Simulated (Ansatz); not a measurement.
# C₂H₈SSi: one species, many methods

An exercise on one series of results from a longer session: the logs are not shown, and one member is left open.

Computed with Ansatz 0.2.0, Gaussian basis. Level: functionals in def2-TZVPP, the program's frozen cores in correlated methods.

Levels to be run: LDA (SPW92), PBE-D4, revPBE-D4, BLYP-D4, r2SCAN-D4, B97M-V, PBE0-D4, B3LYP-D4, r2SCANh-D4, r2SCAN0-D4, HSE06-D4, BHLYP-D4, CAM-B3LYP-D4, LC-ωPBE, ωB97X-V, ωB97M-V, B2PLYP, PBE-QIDH; CCSD(T)/def2-SVP; CCSD(T)/def2-TZVPP; MP2/def2-QZVPP; extrapolation to the limit; RPA on PBE.

**Structure used throughout**

An earlier PBE0-D4 in a triple-zeta def2 set relaxation fixed the geometry.

SMILES `CC[SiH2]S`, 12 atoms, charge 0, spin multiplicity 1.

Atoms are counted from 1 here; the program's logs count them from 0.

Bond lengths: C1–C2 1.527 Å, C1–H5 1.093 Å, C1–H6 1.093 Å, C1–H7 1.093 Å, C2–Si3 1.871 Å, C2–H8 1.095 Å, C2–H9 1.096 Å, Si3–S4 2.142 Å, Si3–H10 1.489 Å, Si3–H11 1.486 Å, S4–H12 1.344 Å. Angles: C2–C1–H5 111.4°, C2–C1–H6 111.5°, C2–C1–H7 111.4°, H5–C1–H6 107.4°, H5–C1–H7 107.4°, H6–C1–H7 107.4°, C1–C2–Si3 112.8°, C1–C2–H8 111.0°, C1–C2–H9 110.5°, Si3–C2–H8 108.0°, Si3–C2–H9 108.2°, H8–C2–H9 106.1°, C2–Si3–S4 113.0°, C2–Si3–H10 109.5°, C2–Si3–H11 111.0°, S4–Si3–H10 110.4°, S4–Si3–H11 103.9°, H10–Si3–H11 108.9° and more.

Set-up of the first run:

File in.yaml:

```yaml
crystal:
  periodic: [false, false, false]
  atoms:
    - {symbol: C, position_ang: [-0.166622, 1.719013, 0.009617]}
    - {symbol: C, position_ang: [-0.592400, 0.276287, 0.270388]}
    - {symbol: Si, position_ang: [0.772425, -0.956014, -0.077707]}
    - {symbol: S, position_ang: [0.199043, -2.978950, 0.333485]}
    - {symbol: H, position_ang: [0.674667, 2.008406, 0.644728]}
    - {symbol: H, position_ang: [0.143191, 1.864812, -1.028554]}
    - {symbol: H, position_ang: [-0.982443, 2.418162, 0.208877]}
    - {symbol: H, position_ang: [-0.911144, 0.143668, 1.309158]}
    - {symbol: H, position_ang: [-1.456803, 0.012514, -0.348998]}
    - {symbol: H, position_ang: [1.215991, -0.820193, -1.492359]}
    - {symbol: H, position_ang: [1.937563, -0.725786, 0.816042]}
    - {symbol: H, position_ang: [-0.756470, -3.017120, -0.610678]}
basis:
  gaussian: {orbitals: def2-TZVPP}
hamiltonian: {xc: lda}
output: {orbitals: {seedname: orbitals}}
```

Among the steps run: LDA; PBE-D4 (GGA); revPBE-D4 (GGA); BLYP-D4 (GGA); r2SCAN-D4 (meta-GGA); B97M-V (meta-GGA); PBE0-D4 (hybrid); B3LYP-D4 (hybrid); r2SCANh-D4 (hybrid); r2SCAN0-D4 (hybrid); HSE06-D4 (hybrid); BHLYP-D4 (hybrid); CAM-B3LYP-D4 (range-separated); LC-ωPBE (range-separated); ωB97X-V (range-separated); ωB97M-V (range-separated); B2PLYP (double hybrid); PBE-QIDH (double hybrid).

One of the session's tables, all rows but one given; the rest of the session is left out.

It belongs to the step «Frontier levels by functional». 

```
  functional  HOMO (eV)  LUMO (eV)  gap (eV)
 LDA (SPW92)      -6.17      -0.68      5.49
      PBE-D4      -6.06      -0.47      5.60
   revPBE-D4      -6.02      -0.38      5.64
     BLYP-D4      -5.90      -0.41      5.49
   r2SCAN-D4          ?          ?         ?
      B97M-V      -6.47      -0.31      6.15
     PBE0-D4      -7.28       0.41      7.69
    B3LYP-D4      -7.04       0.12      7.17
  r2SCANh-D4      -6.79       0.28      7.07
  r2SCAN0-D4      -7.47       0.70      8.16
    HSE06-D4      -6.88       0.03      6.92
    BHLYP-D4      -8.37       1.19      9.56
CAM-B3LYP-D4      -8.61       1.33      9.93
     LC-ωPBE     -10.01       2.59     12.60
     ωB97X-V      -9.65       2.39     12.04
     ωB97M-V      -9.48       2.07     11.55
```

Estimate the missing values for r2SCAN-D4.

Worked estimate for «HOMO (eV)». Against the share of exact exchange, r2SCANh-D4 (0.1, -6.79), r2SCAN0-D4 (0.25, -7.47) give a slope of -4.53 per unit share; at 0 the line stands at -6.34.

As computed: HOMO (eV): -6.34; LUMO (eV): -0.03; gap (eV): 6.32. In «HOMO (eV)» the line misses by 0.00.
